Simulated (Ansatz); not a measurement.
# CH₅ClO₂Si₂: one species, many methods

How much do the methods differ for CH₅ClO₂Si₂? The plan is to run it at one geometry with functionals of several rungs and with coupled cluster. The yardstick is the atomisation energy at the CCSD(T) limit.

The runs use Ansatz 0.2.0, Gaussian basis; functionals in def2-TZVPP, the program's frozen cores in correlated methods.

Plan: PBE-D4, r2SCAN-D4, PBE0-D4, B3LYP-D4, ωB97X-V, ωB97M-V, B2PLYP; CCSD(T)/def2-TZVPP; MP2/def2-QZVPP; extrapolation to the limit.

## (1) The relaxed structure

An earlier PBE0-D4 in a triple-zeta def2 set relaxation fixed the geometry.

SMILES `O=C[SiH](Cl)O[SiH3]`, 11 atoms, charge 0, spin multiplicity 1.

Atoms are counted from 1 here; the program's logs count them from 0.

Bond lengths: O1–C2 1.207 Å, C2–Si3 1.919 Å, C2–H7 1.114 Å, Si3–Cl4 2.049 Å, Si3–O5 1.608 Å, Si3–H8 1.477 Å, O5–Si6 1.654 Å, Si6–H9 1.483 Å, Si6–H10 1.482 Å, Si6–H11 1.481 Å. Angles: O1–C2–Si3 118.8°, O1–C2–H7 119.8°, Si3–C2–H7 121.4°, C2–Si3–Cl4 105.7°, C2–Si3–O5 107.3°, C2–Si3–H8 113.3°, Cl4–Si3–O5 112.1°, Cl4–Si3–H8 107.8°, O5–Si3–H8 110.6°, Si3–O5–Si6 142.8°, O5–Si6–H9 106.4°, O5–Si6–H10 110.4°, O5–Si6–H11 109.6°, H9–Si6–H10 109.6°, H9–Si6–H11 109.7°, H10–Si6–H11 110.9°.

## (2) PBE-D4 (GGA)

Contents of in.yaml:

```yaml
crystal:
  periodic: [false, false, false]
  atoms:
    - {symbol: O, position_ang: [-1.776677, -0.453760, 0.818715]}
    - {symbol: C, position_ang: [-1.335260, 0.608773, 1.182340]}
    - {symbol: Si, position_ang: [0.271967, 1.269646, 0.368936]}
    - {symbol: Cl, position_ang: [1.653899, 1.375345, 1.878111]}
    - {symbol: O, position_ang: [0.698878, 0.216989, -0.769451]}
    - {symbol: Si, position_ang: [0.579181, -1.374673, -1.204278]}
    - {symbol: H, position_ang: [-1.849101, 1.172898, 1.994042]}
    - {symbol: H, position_ang: [0.123884, 2.622980, -0.205082]}
    - {symbol: H, position_ang: [1.736564, -1.656811, -2.088222]}
    - {symbol: H, position_ang: [0.643736, -2.244297, -0.005945]}
    - {symbol: H, position_ang: [-0.681972, -1.593989, -1.948467]}
basis:
  gaussian: {orbitals: def2-TZVPP}
hamiltonian: {xc: pbe, dispersion: d4}
output: {forces: true, orbitals: {seedname: orbitals}}
```

The run is started by

```bash
> ansatz run in.yaml --threads 4 --pin off --events-out ev --progress --plain --max-ram 10444MiB
```

Further steps of the session: r2SCAN-D4 (meta-GGA); PBE0-D4 (hybrid); B3LYP-D4 (hybrid); ωB97X-V (range-separated); ωB97M-V (range-separated); B2PLYP (double hybrid); CCSD(T) in def2-TZVPP; MP2 in def2-QZVPP.

Q: Predict the results of all the runs planned. Wanted: atomisation energy, CCSD(T)/CBS; farthest; mean size of error, hybrid; mean size of error, range-separated; gap, smallest and largest; T1 diagnostic; triples share of the correlation energy.

The runs gave:

```
                               quantity                                 value
        atomisation energy, CCSD(T)/CBS                             42.322 eV
    functionals within 0.212 eV (0.5 %)           r2SCAN-D4, ωB97X-V, ωB97M-V
                               farthest                    B2PLYP (-0.678 eV)
             mean size of error, hybrid                              0.409 eV
    mean size of error, range-separated                              0.079 eV
              gap, smallest and largest  2.75 eV (PBE-D4), 10.14 eV (ωB97X-V)
                          T1 diagnostic                                0.0132
triples share of the correlation energy                                 3.9 %
```

**Reading.** PBE-D4 misses by +0.330 eV. Double hybrids carry the basis error of their MP2 part in triple zeta, and no dispersion term here, so their miss is partly the set-up's. The reference freezes the cores and leaves out relativity and excitations past (T), so misses under about 0.212 eV can't be ranked. Hartree-Fock recovers 72 % of the binding; the rest is correlation. The gap grows from 2.8 to 10.1 eV across the functionals, mostly with the share of exact exchange.
